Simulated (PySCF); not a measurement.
# Ge3H10O3Si: the cost of one run

Computed with PySCF 2.14.0; each step states its level. No surroundings beyond the atoms listed, unless a continuum is named. Atoms count from 0, parts from 1.

### Step 1. The system as given

Each species was relaxed by itself at GFN2-xTB.

### Step 2. Reaction energy: PBE0-D3(BJ)/def2-SVP

Job settings and geometry (Å):

```
{"job": {"kind": "react", "xc": "PBE0", "basis": "def2-SVP", "disp": "d3bj"}, "charge": 0, "multiplicity": 1}
-1 Ge3H10O3Si charge 0 multiplicity 1
O     -1.987640     1.872350    -0.749570
Ge    -0.857160     0.748290    -0.073790
Ge    -1.032530     0.613320     2.285930
O      0.730220     1.289050    -0.618170
Si     2.259100     0.794960    -0.411910
O     -1.133490    -0.770370    -0.918050
Ge    -0.329980    -2.274350    -1.245100
H     -1.979420     1.950150    -1.704190
H     -2.289400    -0.080330     2.715000
H     -1.023940     1.975040     2.906740
H      0.114490    -0.152780     2.882700
H      2.605920     0.925010     1.012200
H      2.990710     1.711290    -1.278940
H      2.395490    -0.615990    -0.811190
H      0.429620    -2.711660    -0.019890
H      0.584070    -2.083270    -2.419420
H     -1.476060    -3.190710    -1.552350

-1 F charge -1 multiplicity 1
F      0.000000     0.000000     0.000000

+1 Ge3H9O3Si charge -1 multiplicity 1
O     -0.082390     0.077800     2.815290
Ge     0.229540     0.380440     1.273870
Ge    -0.545530     2.338140     0.141830
O     -0.391220    -0.901890     0.043710
Si    -1.806940    -1.609200    -0.085500
O      1.962490     0.251910     0.697670
Ge     2.282710    -0.745560    -0.647060
H     -0.239760     3.701650     0.763560
H     -0.058980     2.577190    -1.280530
H     -2.052030     2.486410    -0.061210
H     -2.885270    -0.625020    -0.313470
H     -2.161080    -2.422030     1.085040
H     -1.670130    -2.468360    -1.274330
H      2.068990    -2.210230    -0.394800
H      3.775400    -0.529670    -0.865600
H      1.574200    -0.301590    -1.898470

+1 FH charge 0 multiplicity 1
F      0.466170    -0.006870    -0.002950
H     -0.466170     0.006870     0.002950
```

With the program's defaults for keys left out, this is: PBE0-D3(BJ)/def2-SVP reaction energy of separated species, gas phase.

On the command line:

```sh
> OMP_NUM_THREADS=1 python cluster_run.py task.json out
```

One launch serves the whole session: the jobs run in the order shown.

**Question.** How long does this first job take on 1 thread of Arm Neoverse V1, shared host, and how much memory does it need?

About 55 s, with a peak of 0.79 GiB.
